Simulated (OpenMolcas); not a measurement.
# InF (SMILES [F][In]) at CCSD(T)/def2-TZVP (core potential)

We compute a single-point energy of InF. 

The calculation is run with OpenMolcas 26.06.

3 further runs of the same task are left out: 3 set aside as unsound or not needed.

### 1 The structure to begin with

InF has 2 atoms, charge 0, and is taken as a singlet. As SMILES, `[F][In]`. Geometry: relaxed at PBE0-D4/def2-TZVP.

Bond lengths: F1–In2 1.994 Å.

### 2 The energy at CCSD(T)/def2-TZVP (core potential)

Input file job.input:

```
* FIn CCSD(T)
&GATEWAY
BASLIB=$CurrDir
COORD
2
angstrom
F        0.000000       0.000000       0.015910
In       0.000000       0.000000       2.009580
BASIS=def2-TZVP
GROUP=NoSym
&SEWARD
&SCF
PRORBITALS=1 1
&RASSCF
FILEORB=$Project.ScfOrb
SPIN=1
NACTEL=0 0 0
INACTIVE=15
RAS2=0
OUTORBITALS=Canonical
ORBLISTING=Nothing
&MOTRA
JOBIPH
FROZEN=2
&CCSDT
CCT
TRIPLES=2
ITERATIONS=50
EXTRAPOLATION=5 4
```

The basis set def2-TZVP is read from a file made from the Basis Set Exchange's data (not shown).

Launch:

```sh
$ export MOLCAS_MEM=1860
$ pymolcas job.input > job.log
```

Q: Predict the results. Wanted: total energy; dipole moment; HOMO energy; LUMO energy; HOMO–LUMO gap; correlation energy; (T) correction.

Computed results:

Level: CCSD(T)/def2-TZVP (core potential), 2 core orbitals frozen.

| quantity | value |
| --- | --- |
| total energy | -289.33368 Eh |
| dipole moment (mean-field density) | 3.28 D |
| HOMO energy (Hartree–Fock orbitals) | -9.55 eV |
| LUMO energy (Hartree–Fock orbitals) | 0.54 eV |
| HOMO–LUMO gap (Hartree–Fock orbitals) | 10.10 eV |
| correlation energy (2 core orbitals frozen) | -577.7 mEh |
| (T) correction | -17.27 mEh |

In words: The triples make up 3.0 % of the correlation energy.
